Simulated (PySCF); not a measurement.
# [Tl(BH4)2]+: other functionals and bases at one geometry

Aim: see how levels, charges and forces of [Tl(BH4)2]+ depend on the level of theory. It is a constructed species; whether it can be made isn't addressed.

The runs use PySCF 2.14.0; several levels, as the steps say, no spin–orbit coupling.

3 further runs of the same task are left out: 2 for a known fault of the program, 1 that didn't finish.

## 1. Starting geometry

11 atoms, charge 1, spin multiplicity 1.

Bond lengths: Tl1–B2 2.251 Å, Tl1–B7 2.251 Å, B2–H3 1.338 Å, B2–H4 1.204 Å, B2–H5 1.338 Å, B2–H6 1.203 Å, B7–H8 1.338 Å, B7–H9 1.338 Å, B7–H10 1.204 Å, B7–H11 1.203 Å. Angles: B2–Tl1–B7 180.0°, Tl1–B2–H3 125.9°, Tl1–B2–H4 105.1°, Tl1–B2–H5 86.4°, Tl1–B2–H6 106.1°, H3–B2–H4 98.2°, H3–B2–H5 39.6°, H3–B2–H6 99.5°, H4–B2–H5 113.8°, H4–B2–H6 124.0°, H5–B2–H6 113.4°, Tl1–B7–H8 125.9°, Tl1–B7–H9 86.4°, Tl1–B7–H10 105.1°, Tl1–B7–H11 106.1°, H8–B7–H9 39.6°, H8–B7–H10 98.2°, H8–B7–H11 99.5° and more.

As a file:

```xyz
11
charge 1, multiplicity 1
Tl    0.0000    0.0000    0.0000
B     0.2694   -0.1636    2.2292
H    -0.5717    0.3055    3.1575
H     1.2148    0.5381    2.4824
H    -0.9094    0.4601    2.3321
H     0.2140   -1.3375    2.4871
B    -0.2694    0.1636   -2.2292
H     0.5717   -0.3055   -3.1575
H     0.9094   -0.4601   -2.3321
H    -1.2148   -0.5381   -2.4824
H    -0.2140    1.3375   -2.4871
```

Formal oxidation states: Tl +3. An earlier session relaxed this geometry at r2SCAN, Tl def2-SVP with ECP60, B def2-SVP, H def2-SVP (singlet, point group Ci).

At r2SCAN on the finer grid: E = -226.657235 Eh, HOMO -11.69 eV, LUMO -7.22 eV, Mulliken charge on Tl1 +0.56 e, largest force component 0.035 eV/Å. 

Levels to run: TPSSh; TPSS; B3LYP; wB97X; r2SCAN, TZVP; r2SCAN, x2c-SVP. Hardware: 2 threads of Arm Neoverse V2, shared host.

## 2. TPSSh

run.py (the lines that set the calculation)

```python
mol = gto.M(atom='''
Tl     0.00000     0.00000     0.00000
B      0.26937    -0.16360     2.22917
H     -0.57167     0.30546     3.15750
H      1.21480     0.53805     2.48241
H     -0.90939     0.46008     2.33208
H      0.21403    -1.33747     2.48713
B     -0.26937     0.16360    -2.22917
H      0.57167    -0.30546    -3.15750
H      0.90939    -0.46008    -2.33208
H     -1.21480    -0.53805    -2.48241
H     -0.21403     1.33747    -2.48713''',
    basis={'Tl': 'def2-SVP', 'B': 'def2-SVP', 'H': 'def2-SVP'},
    ecp={'Tl': 'def2-SVP'},
    charge=1, spin=0)
mf = dft.RKS(mol, xc='TPSSH')
mf.grids.atom_grid = (75, 302)
mf = mf.density_fit()  # fitting sets: Tl def2-universal-JKFIT, B def2-universal-JKFIT, H def2-universal-JKFIT
mf.conv_tol = 1e-08; mf.max_cycle = 55
mf.kernel(dm0)  # dm0: the density of the relaxed state
```

The run is started by

```
OMP_NUM_THREADS=2 python run.py
```

## 3. TPSS

Edit run.py (the lines that set the calculation) of step 2 so:

```diff
@@ -15,3 +15,3 @@
     charge=1, spin=0)
-mf = dft.RKS(mol, xc='TPSSH')
+mf = dft.RKS(mol, xc='TPSS')
 mf.grids.atom_grid = (75, 302)
```

## 4. B3LYP

Edit run.py (the lines that set the calculation) of step 3 so:

```diff
@@ -15,3 +15,3 @@
     charge=1, spin=0)
-mf = dft.RKS(mol, xc='TPSS')
+mf = dft.RKS(mol, xc='B3LYP')
 mf.grids.atom_grid = (75, 302)
```

## 5. wB97X

Edit run.py (the lines that set the calculation) of step 4 so:

```diff
@@ -15,3 +15,3 @@
     charge=1, spin=0)
-mf = dft.RKS(mol, xc='B3LYP')
+mf = dft.RKS(mol, xc='WB97X')
 mf.grids.atom_grid = (75, 302)
```

## 6. r2SCAN, TZVP

Basis: Tl def2-TZVP with ECP60, B def2-TZVP, H def2-TZVP. 

Edit run.py (the lines that set the calculation) of step 5 so:

```diff
@@ -12,6 +12,6 @@
 H     -0.21403     1.33747    -2.48713''',
-    basis={'Tl': 'def2-SVP', 'B': 'def2-SVP', 'H': 'def2-SVP'},
-    ecp={'Tl': 'def2-SVP'},
+    basis={'Tl': 'def2-TZVP', 'B': 'def2-TZVP', 'H': 'def2-TZVP'},
+    ecp={'Tl': 'def2-TZVP'},
     charge=1, spin=0)
-mf = dft.RKS(mol, xc='WB97X')
+mf = dft.RKS(mol, xc='R2SCAN')
 mf.grids.atom_grid = (75, 302)
@@ -19,2 +19,2 @@
 mf.conv_tol = 1e-08; mf.max_cycle = 55
-mf.kernel(dm0)  # dm0: the density of the relaxed state
+mf.kernel(dm0)  # dm0: free metal ions and neutral atoms
```

## 7. r2SCAN, x2c-SVP

Basis: Tl x2c-SVPall, B x2c-SVPall, H x2c-SVPall. All electrons are treated, with the spin-free X2C Hamiltonian.

Edit run.py (the lines that set the calculation) of step 6 so:

```diff
@@ -12,8 +12,9 @@
 H     -0.21403     1.33747    -2.48713''',
-    basis={'Tl': 'def2-TZVP', 'B': 'def2-TZVP', 'H': 'def2-TZVP'},
-    ecp={'Tl': 'def2-TZVP'},
+    basis={'Tl': 'x2c-SVPall', 'B': 'x2c-SVPall', 'H': 'x2c-SVPall'},
+    nucmod='G',
     charge=1, spin=0)
 mf = dft.RKS(mol, xc='R2SCAN')
-mf.grids.atom_grid = (75, 302)
-mf = mf.density_fit()  # fitting sets: Tl def2-universal-JKFIT, B def2-universal-JKFIT, H def2-universal-JKFIT
+mf.grids.atom_grid = (99, 590)
+mf = mf.density_fit()  # fitting sets: Tl AutoAux, B AutoAux, H AutoAux
+mf = mf.sfx2c1e()
 mf.conv_tol = 1e-08; mf.max_cycle = 55
```

Q: Predict the outcome of this session. Wanted: for each run, HOMO; gap; charge on Tl1; dipole; largest force.

**Answer**, as computed:

| level | state | HOMO (eV) | gap (eV) | charge on Tl1 (e) | dipole (D) | largest force (eV/Å) | basis functions | time |
| --- | --- | --- | --- | --- | --- | --- | --- | --- |
| r2SCAN (relaxed here) | singlet | -11.69 | 4.47 | 0.56 | 0.00 | 0.04 | 94 | 43 s |
| TPSSh | singlet | -11.83 | 4.81 | 0.56 | 0.00 | 0.27 | 94 | 14 s |
| TPSS | singlet | -11.48 | 4.17 | 0.54 | 0.00 | 0.27 | 94 | 8.1 s |
| B3LYP | singlet | -12.17 | 5.20 | 0.52 | 0.00 | 0.22 | 94 | 5 s |
| wB97X | singlet | -14.37 | 9.55 | 0.60 | 0.00 | 0.32 | 94 | 9.1 s |
| r2SCAN, TZVP | singlet | -11.67 | 4.44 | 0.61 | 0.00 | 0.31 | 160 | 37 s |
| r2SCAN, x2c-SVP | singlet | -11.69 | 4.50 | 0.80 | 0.00 | 0.09 | 130 | 48 s |

Times are on 2 threads of Arm Neoverse V2, shared host; the first row also made further properties. The dipole of a charged species depends on the origin, so these sizes hold for this origin alone.

In one basis the HOMO–LUMO gap runs from 4.17 eV (TPSS) to 9.55 eV (wB97X). The largest leftover force, 0.32 eV/Å with wB97X, stands at a geometry relaxed at another level. The Mulliken charge on Tl spans +0.52 to +0.80 e over the levels. Total energies of different levels can't be compared. Spin–orbit coupling is left out throughout.
